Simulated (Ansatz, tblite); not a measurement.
# Naphthyltetrahydrothiophenium benzoate (C₂₅H₂₈O₃S): rung by rung

The task here is to estimate one member of a computed series from the others.

Method: as each input shows; program: Ansatz 0.2.0, Gaussian basis.

The runs, in order: GFN1-xTB, GFN2-xTB, PBE-D4/def2-SVP, r2SCAN-D4/def2-SVP, BHLYP-D4/def2-SVP, B97M-V/def2-SVP, LDA/def2-SVP, PBE+5HF/def2-SVP, PBE+10HF/def2-SVP, PBE+15HF/def2-SVP, PBE+35HF/def2-SVP, PBE+50HF/def2-SVP, PBE0-D4/def2-TZVP, PBE-D4/def2-TZVP, HF/STO-3G, HF/6-31G, B3LYP-D4/6-31G, MP2/def2-SVP, RPA/def2-SVP.

1 further run of the same task is left out (it didn't finish). Runs told in other sessions of the task aren't counted.

## The geometry

The geometry is that of the singlet, from an earlier relaxation (PBE-D4/def2-SVP).

SMILES `CCCCOc1ccc([S+]2CCCC2)c2ccccc12.O=C([O-])c1ccccc1`, 57 atoms, charge 0, spin multiplicity 1.

Bond lengths: C1–C2 1.529 Å, C1–H21 1.111 Å, C1–H22 1.110 Å, C1–H23 1.108 Å, C2–C3 1.532 Å, C2–H24 1.113 Å, C2–H25 1.111 Å, C3–C4 1.520 Å, C3–H26 1.112 Å, C3–H27 1.112 Å, C4–O5 1.427 Å, C4–H28 1.115 Å, C4–H29 1.115 Å, O5–C6 1.354 Å, C6–C7 1.394 Å, C6–C20 1.439 Å, C7–C8 1.416 Å, C7–H30 1.097 Å and more. Angles: C2–C1–H21 111.5°, C2–C1–H22 111.3°, C2–C1–H23 111.6°, H21–C1–H22 107.2°, H21–C1–H23 107.5°, H22–C1–H23 107.5°, C1–C2–C3 113.2°, C1–C2–H24 109.9°, C1–C2–H25 110.1°, C3–C2–H24 109.0°, C3–C2–H25 108.8°, H24–C2–H25 105.7°, C2–C3–C4 113.9°, C2–C3–H26 110.1°, C2–C3–H27 110.0°, C4–C3–H26 107.7°, C4–C3–H27 108.6°, H26–C3–H27 106.2° and more.

PBE0-D4/def2-SVP was run before; its log isn't repeated, and its numbers join the tables.

Set-up of the first run:

Tight binding, by tblite at 300 K electronic temperature and without a spin-polarisation term:

```python
tblite.interface.Calculator('GFN1-xTB', numbers, positions, charge=0, uhf=0).singlepoint()
```

Tight binding, by tblite at 300 K electronic temperature and without a spin-polarisation term:

```python
tblite.interface.Calculator('GFN2-xTB', numbers, positions, charge=0, uhf=0).singlepoint()
```

start.molden holds the orbitals of an earlier run on this state, given as this run's starting guess.

Contents of in.yaml:

```yaml
crystal:
  periodic: [false, false, false]
  atoms:
    - {symbol: C, position_ang: [6.735011, 2.339560, 1.060281]}
    - {symbol: C, position_ang: [5.327160, 2.022560, 0.556467]}
    - {symbol: C, position_ang: [4.392878, 3.237154, 0.574102]}
    - {symbol: C, position_ang: [2.979546, 2.934140, 0.102364]}
    - {symbol: O, position_ang: [2.392187, 2.009193, 1.016943]}
    - {symbol: C, position_ang: [1.151418, 1.527292, 0.767918]}
    - {symbol: C, position_ang: [0.367989, 1.895428, -0.324792]}
    - {symbol: C, position_ang: [-0.925070, 1.342959, -0.489798]}
    - {symbol: C, position_ang: [-1.424963, 0.425581, 0.416128]}
    - {symbol: S, position_ang: [-3.089569, -0.248471, 0.282352]}
    - {symbol: C, position_ang: [-3.918497, 0.633006, -1.115096]}
    - {symbol: C, position_ang: [-4.521080, 1.932516, -0.598605]}
    - {symbol: C, position_ang: [-5.041335, 1.646665, 0.815849]}
    - {symbol: C, position_ang: [-3.895494, 0.966472, 1.558757]}
    - {symbol: C, position_ang: [-0.643465, -0.013499, 1.533397]}
    - {symbol: C, position_ang: [-1.088252, -1.000051, 2.460437]}
    - {symbol: C, position_ang: [-0.304275, -1.358323, 3.545981]}
    - {symbol: C, position_ang: [0.963119, -0.755467, 3.749686]}
    - {symbol: C, position_ang: [1.439889, 0.184399, 2.847979]}
    - {symbol: C, position_ang: [0.657995, 0.571912, 1.724486]}
    - {symbol: H, position_ang: [7.221043, 3.124991, 0.443760]}
    - {symbol: H, position_ang: [6.715466, 2.708745, 2.107228]}
    - {symbol: H, position_ang: [7.388349, 1.444447, 1.035079]}
    - {symbol: H, position_ang: [5.377829, 1.619890, -0.479965]}
    - {symbol: H, position_ang: [4.875684, 1.214831, 1.170783]}
    - {symbol: H, position_ang: [4.800747, 4.042451, -0.075492]}
    - {symbol: H, position_ang: [4.340958, 3.663342, 1.600246]}
    - {symbol: H, position_ang: [2.992782, 2.490400, -0.920817]}
    - {symbol: H, position_ang: [2.362841, 3.861631, 0.060127]}
    - {symbol: H, position_ang: [0.732807, 2.613785, -1.069287]}
    - {symbol: H, position_ang: [-1.515553, 1.656202, -1.360584]}
    - {symbol: H, position_ang: [-3.184115, 0.702840, -1.934562]}
    - {symbol: H, position_ang: [-4.678446, -0.106176, -1.437339]}
    - {symbol: H, position_ang: [-3.744424, 2.725999, -0.562223]}
    - {symbol: H, position_ang: [-5.321271, 2.285698, -1.281114]}
    - {symbol: H, position_ang: [-5.922525, 0.971200, 0.760743]}
    - {symbol: H, position_ang: [-5.375357, 2.568308, 1.336176]}
    - {symbol: H, position_ang: [-4.209643, 0.349646, 2.422115]}
    - {symbol: H, position_ang: [-3.118632, 1.682561, 1.887902]}
    - {symbol: H, position_ang: [-2.031008, -1.528201, 2.260626]}
    - {symbol: H, position_ang: [-0.660310, -2.133721, 4.240807]}
    - {symbol: H, position_ang: [1.576608, -1.047860, 4.615333]}
    - {symbol: H, position_ang: [2.427610, 0.646264, 2.980536]}
    - {symbol: O, position_ang: [-1.613983, -2.810351, 0.139565]}
    - {symbol: C, position_ang: [-1.730148, -2.491738, -1.059750]}
    - {symbol: O, position_ang: [-2.263435, -1.396480, -1.502851]}
    - {symbol: C, position_ang: [-1.207494, -3.434031, -2.132234]}
    - {symbol: C, position_ang: [-0.600096, -4.642971, -1.744572]}
    - {symbol: C, position_ang: [-0.109228, -5.531955, -2.711135]}
    - {symbol: C, position_ang: [-0.222311, -5.218673, -4.076752]}
    - {symbol: C, position_ang: [-0.827939, -4.013272, -4.470122]}
    - {symbol: C, position_ang: [-1.317743, -3.124865, -3.501055]}
    - {symbol: H, position_ang: [-0.529301, -4.851076, -0.666255]}
    - {symbol: H, position_ang: [0.365435, -6.476643, -2.401820]}
    - {symbol: H, position_ang: [0.162505, -5.916589, -4.837320]}
    - {symbol: H, position_ang: [-0.916982, -3.767082, -5.540254]}
    - {symbol: H, position_ang: [-1.795933, -2.174554, -3.780402]}
basis:
  gaussian: {orbitals: def2-SVP, fitting: {mean_field: def2-universal-jkfit}, initial_orbitals: start.molden}
hamiltonian: {xc: pbe, dispersion: d4}
scf: {omitted_lower_state_checks: [starts]}
output: {forces: true, orbitals: {seedname: orbitals}}
```

Started as:

```sh
$ ansatz run in.yaml --threads 2 --pin off --events-out ev --progress --plain --max-ram 32768MiB --backend cuda --devices 0, --max-vram 18GiB
```

Steps of the session up to this table: PBE-D4/def2-SVP; r2SCAN-D4/def2-SVP; BHLYP-D4/def2-SVP; B97M-V/def2-SVP; LDA/def2-SVP; PBE+5HF/def2-SVP; PBE+10HF/def2-SVP; PBE+15HF/def2-SVP; PBE+35HF/def2-SVP; PBE+50HF/def2-SVP; PBE0-D4/def2-TZVP; PBE-D4/def2-TZVP; HF/STO-3G; HF/6-31G; B3LYP-D4/6-31G; MP2/def2-SVP; RPA/def2-SVP.

One of the session's tables, all rows but one given; the rest of the session is left out.

It belongs to the step «Binding energy». 

```
             level  binding an atom (eV)
         HF/STO-3G                 4.016
          HF/6-31G                 3.249
       HF/def2-SVP                 3.542
      LDA/def2-SVP                 5.616
   PBE-D4/def2-SVP                 5.017
  PBE-D4/def2-TZVP                 4.947
r2SCAN-D4/def2-SVP                 4.865
   B97M-V/def2-SVP                 4.867
    B3LYP-D4/6-31G                 4.650
  PBE0-D4/def2-SVP                 4.911
 PBE0-D4/def2-TZVP                     ?
 BHLYP-D4/def2-SVP                 4.675
      MP2/def2-SVP                 4.690
```

Q: Estimate the row for PBE0-D4/def2-TZVP from the others.

As computed: binding an atom (eV): 4.840. In the column «binding an atom (eV)» it lies between MP2/def2-SVP (4.690) and r2SCAN-D4/def2-SVP (4.865).

Caveats from the session: Free atoms were run apart at each level; binding is atoms less cluster, divided by the number of atoms, without zero-point or spin-orbit terms.
